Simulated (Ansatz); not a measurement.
# C4H7F3: the cost of one run

Program: Ansatz 0.2.0, Gaussian basis. Level of theory: BLYP/def2-SVP with D4 dispersion. These are calculated values, not measurements.

## (1) The relaxed structure

The geometry comes from an earlier relaxation with PBE0-D4 in a triple-zeta def2 set; it is a stationary point, not always the lowest conformer.

SMILES `CC(CF)C(F)F`, 14 atoms, charge 0, spin multiplicity 1.

Atoms are counted from 1 here; the program's logs count them from 0.

Bond lengths: C1–C2 1.521 Å, C1–H8 1.092 Å, C1–H9 1.092 Å, C1–H10 1.090 Å, C2–C3 1.514 Å, C2–C5 1.513 Å, C2–H11 1.097 Å, C3–F4 1.387 Å, C3–H12 1.094 Å, C3–H13 1.092 Å, C5–F6 1.361 Å, C5–F7 1.359 Å, C5–H14 1.094 Å. Angles: C2–C1–H8 110.9°, C2–C1–H9 110.3°, C2–C1–H10 111.1°, H8–C1–H9 107.8°, H8–C1–H10 108.5°, H9–C1–H10 108.2°, C1–C2–C3 112.1°, C1–C2–C5 111.1°, C1–C2–H11 110.0°, C3–C2–C5 110.5°, C3–C2–H11 106.9°, C5–C2–H11 106.1°, C2–C3–F4 110.2°, C2–C3–H12 110.3°, C2–C3–H13 111.5°, F4–C3–H12 107.7°, F4–C3–H13 107.6°, H12–C3–H13 109.4° and more.

## (2) Dynamics

Input file in.yaml:

```yaml
crystal:
  periodic: [false, false, false]
  atoms:
    - {symbol: C, position_ang: [-0.112297, -1.460700, 0.123351]}
    - {symbol: C, position_ang: [-0.323647, 0.003369, -0.231004]}
    - {symbol: C, position_ang: [0.810819, 0.556111, -1.067653]}
    - {symbol: F, position_ang: [2.009794, 0.450989, -0.379264]}
    - {symbol: C, position_ang: [-0.521493, 0.842140, 1.012657]}
    - {symbol: F, position_ang: [-0.791382, 2.131717, 0.672798]}
    - {symbol: F, position_ang: [-1.590919, 0.389065, 1.718031]}
    - {symbol: H, position_ang: [0.801533, -1.592712, 0.706116]}
    - {symbol: H, position_ang: [-0.018107, -2.059979, -0.784445]}
    - {symbol: H, position_ang: [-0.950037, -1.848483, 0.702656]}
    - {symbol: H, position_ang: [-1.240329, 0.117112, -0.822912]}
    - {symbol: H, position_ang: [0.909968, -0.013882, -1.995782]}
    - {symbol: H, position_ang: [0.656416, 1.611076, -1.304583]}
    - {symbol: H, position_ang: [0.346680, 0.844976, 1.678934]}
basis:
  gaussian: {orbitals: def2-SVP}
hamiltonian: {xc: {name: BLYP}, dispersion: d4}
md: {timestep: 1 fs, n_steps: 50, ensemble: nvt_nose_hoover, temperature: 1000, initial_velocities: maxwell_boltzmann, seed: 689}
```

Started as:

```sh
> ansatz run in.yaml --threads 4 --pin off --events-out ev --progress --plain --max-ram 11315MiB
```

What time and memory should one allow on 4 threads of Intel Xeon Platinum 8375C at 2.90GHz, shared host?

About 1.8 min, with a peak of 0.58 GiB.
